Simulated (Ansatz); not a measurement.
**ScCu: pressure up to the limit of the methods**

How does ScCu answer strong compression? Methods of the runs shown: PAW. Its runs: atoms relaxed at the given volume (PAW); volume scaled by 1 (PAW); atoms relaxed at 0.7 of the volume (PAW); volume scaled by 0.7 (PAW); atoms relaxed at 0.65 of the volume (PAW); volume scaled by 0.65 (PAW); atoms relaxed at 0.5 of the volume (PAW); volume scaled by 0.5 (PAW).

Method: DFT, PBEsol, PAW with Ansatz's default frozen-core files, scalar-relativistic, in Ansatz 0.2.0.

### 1 The system as given

It takes space group Pm-3m (No. 221, cubic). The conventional cell has a = 3.241 Å, b = 3.241 Å, c = 3.241 Å, α = 90.00°, β = 90.00°, γ = 90.00°. Sc (site symmetry m-3m) is surrounded by 8 Cu at 2.81 Å. Cu (site symmetry m-3m) has 8 Sc at 2.81 Å as nearest neighbours.

As a file:

```cif
data_structure
_symmetry_space_group_name_H-M 'Pm-3m'
_symmetry_Int_Tables_number 221
_cell_length_a 3.2409
_cell_length_b 3.2409
_cell_length_c 3.2409
_cell_angle_alpha 90.000
_cell_angle_beta 90.000
_cell_angle_gamma 90.000
_cell_volume 34.04
loop_
_atom_site_label
_atom_site_type_symbol
_atom_site_symmetry_multiplicity
_atom_site_Wyckoff_symbol
_atom_site_fract_x
_atom_site_fract_y
_atom_site_fract_z
_atom_site_occupancy
Sc1 Sc 1 b 0.50000 0.50000 0.50000 1
Cu1 Cu 1 a 0.00000 0.00000 0.00000 1
```

The file gives the conventional cell by its symmetry; the runs use the cell typed in the input.

Whether this phase is the stable one at these pressures isn't tested.

Atoms are numbered in the order of the input: Sc1, Cu2.

### 2 Atoms relaxed at the given volume, PAW

input.yaml reads:

```yaml
crystal:
  lattice:
    - [3.24086813, 0.0, 0.0]
    - [0.0, 3.24086813, 0.0]
    - [0.0, 0.0, 3.24086813]
  atoms:
    - { symbol: Sc, position: [0.5, 0.5, 0.5] }
    - { symbol: Cu, position: [0.0, 0.0, 0.0] }
kpoints:
  mp_grid: { grid: [11, 11, 11] }
scf:
  occupations: { method: fermi_dirac, width: 0.05 }
hamiltonian:
  xc: pbesol
  pseudopotentials: { kind: paw }
output:
  forces: true
  stress: true
relax:
  f_tol: 0.01
  max_steps: 30
```

The run is started by

```bash
ansatz run input.yaml --threads 1 --pin off --max-ram 2048MiB --backend cpu --events-out ev --progress --plain --runs-dir out
```

The runs that follow: Volume scaled by 1, PAW; Atoms relaxed at 0.7 of the volume, PAW; Volume scaled by 0.7, PAW; Atoms relaxed at 0.65 of the volume, PAW; Volume scaled by 0.65, PAW; Atoms relaxed at 0.5 of the volume, PAW; Volume scaled by 0.5, PAW.

Q: Predict the outcome of this session. Wanted: PAW pressure at 0.5 of the volume; fitted bulk modulus at zero pressure.

As calculated:

| quantity | value |
| --- | --- |
| PAW pressure at 0.5 of the volume | 241.4 GPa |
| fitted bulk modulus at zero pressure (PAW) | 101 GPa |
| its pressure derivative | 3.87 |

By PAW the pressure climbs to 241 GPa at 0.5 of the first volume. One third-order Birch-Murnaghan curve follows these points (B₀ = 101 GPa, B′ = 3.87, misfit at most 0.05 GPa). A fit over so wide a range leans to the high pressures, so B₀ can be off by several per cent. No all-electron run checks these rows here, and frozen cores can fail under such compression. The ions are at rest, and the electrons smeared by 0.05 eV.
